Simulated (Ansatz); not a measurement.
**CHGe+ (singlet): the correlation ladder, cc-pVTZ**

An exercise on one series of results from a longer session: the logs are not shown, and one member is left open.

Computed with Ansatz 0.2.0, Gaussian basis. Level: cc-pVTZ, core rule «outside noble gas», up to 15 orbitals frozen.

To be run: UHF; CCSD(T) on RHF; CCSD(T) on UHF; BCCD(T) on RHF; CCSDT(Q) on RHF; CCSDT(Q) on UHF.

7 further runs of the same task are left out: 2 for a known fault of the program, 5 set aside as unsound or not needed.

### The system

The geometry is a PBE0/def2-TZVP stationary point (not a proven minimum) of the parent state, kept for this charge and spin. No spin-orbit coupling is included. The filled d shell of Ge may be among the frozen orbitals whatever the setting's name suggests; the logs give the count.

3 atoms, charge 1, spin multiplicity 1.

Atoms are counted from 1 here; the program's logs count them from 0.

Bond lengths: Ge1–C2 1.782 Å, Ge1–H3 1.541 Å. Angles: C2–Ge1–H3 180.0°.

The first run:

The input, in.yaml:

```yaml
crystal:
  periodic: [false, false, false]
  atoms:
    - {symbol: Ge, position_ang: [0.000000, 0.000000, 0.080265]}
    - {symbol: C, position_ang: [0.000000, 0.000000, -1.701841]}
    - {symbol: H, position_ang: [0.000000, 0.000000, 1.621576]}
basis:
  gaussian: {orbitals: cc-pVTZ}
total_charge: 1
magnetization: {spin_polarized: true, initial_magnetization: 0}
hamiltonian: {xc: hf}
output: {orbitals: {seedname: orbitals}}
```

Started as:

```console
$ ansatz run in.yaml --threads 1 --pin off --events-out ev --progress --plain --max-ram 4096MiB --backend cpu
```

Among the steps run: UHF; CCSD(T) on RHF; CCSD(T) on UHF; BCCD(T) on RHF; CCSDT(Q) on RHF; CCSDT(Q) on UHF.

One of the session's tables, all rows but one given; the rest of the session is left out.

It belongs to the step «Misses and costs». 

| method | from RCCSDT(Q) (meV) |
| --- | --- |
| RHF | +6978.3 |
| UHF | +5872.8 |
| RMP2 | +1461.1 |
| UMP2 | +840.0 |
| RCCSD | +546.7 |
| UCCSD | +8.6 |
| RCCSD(T) | ? |
| UCCSD(T) | -351.9 |
| BCCD(T) | +176.5 |
| RCCSDT | +92.8 |
| UCCSDT | -559.2 |
| RCCSDT(Q) | 0 |
| UCCSDT(Q) | -677.7 |

Estimate the missing values for RCCSD(T).

The run gave: from RCCSDT(Q) (meV): +173.8. In the column «from RCCSDT(Q) (meV)» it lies between RCCSDT (+92.8) and BCCD(T) (+176.5).

The program flags UCCSD(T), UCCSDT(Q) as in doubt (see the logs), so those rows may rest on another solution; read them beside their warnings.

To keep in mind: The determinant is far from a pure spin state, so its energy mixes those of several spin states (harmless only where they are near-degenerate, as at dissociation). The program flags UCCSD(T), UCCSDT(Q) as in doubt, so those rows may rest on another solution; read them beside their warnings. Warnings: restricted reference is unstable; spin contamination; large T1 diagnostic. Restricted and unrestricted rows rest on different reference determinants; where their highest levels disagree by more than a few hundredths of an eV, they describe different states and don't form one ladder.
